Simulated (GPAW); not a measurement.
GaF:

```xyz
2
Lattice="3.1659 0.0000 0.0000 0.0000 3.1659 0.0000 0.0000 0.0000 3.1659" Properties=species:S:1:pos:R:3 pbc="T T T"
Ga    0.0000    0.0000    0.0000
F     1.5830    1.5830    1.5830
```

The cell was built by a generator and needn't be a form met in nature.

- Program: GPAW 26.7.0
- Task: relaxation of cell and atoms
- Functional: RPBE
- Potentials or basis: the program's PAW data sets (release 1.2.1) made for this functional
- Cutoff: 800 eV
- Basis: pw
- k mesh: 8 × 8 × 8
- Occupations: fermi-dirac, width 0.05 eV
- Spin: no spin polarisation

At the start: pressure 1.2 GPa; volume 15.87 Å³/atom.

Problem. Where does the relaxation end?

Solution. Over 3 steps the energy falls by 4.3 meV/atom and the volume is 16.31 Å³/atom (+2.8 %); space group Pm-3m (No. 221, to 0.05 Å).

The path:
| step | energy change (eV) | largest force (eV/Å) | pressure (GPa) | volume (Å³) |
| --- | --- | --- | --- | --- |
| 1 | 0.0000 | 0.0000 | 1.18 | 31.73 |
| 2 | -0.0010 | 0.0000 | 1.07 | 31.81 |
| 3 | -0.0085 | 0.0000 | 0.03 | 32.61 |

Final structure:
```
Ga F
1.0
     3.19486    0.00000    0.00000
     0.00000    3.19486    0.00000
     0.00000    0.00000    3.19486
Ga F
1 1
Cartesian
  0.0000 0.0000 0.0000
  1.5974 1.5974 1.5974
```

Caveat: the data sets keep Ga 3d, Li 1s and Be 1s frozen, and some such compounds lay over 1.5 % in volume off other programs; later steps reuse the first step's grids.
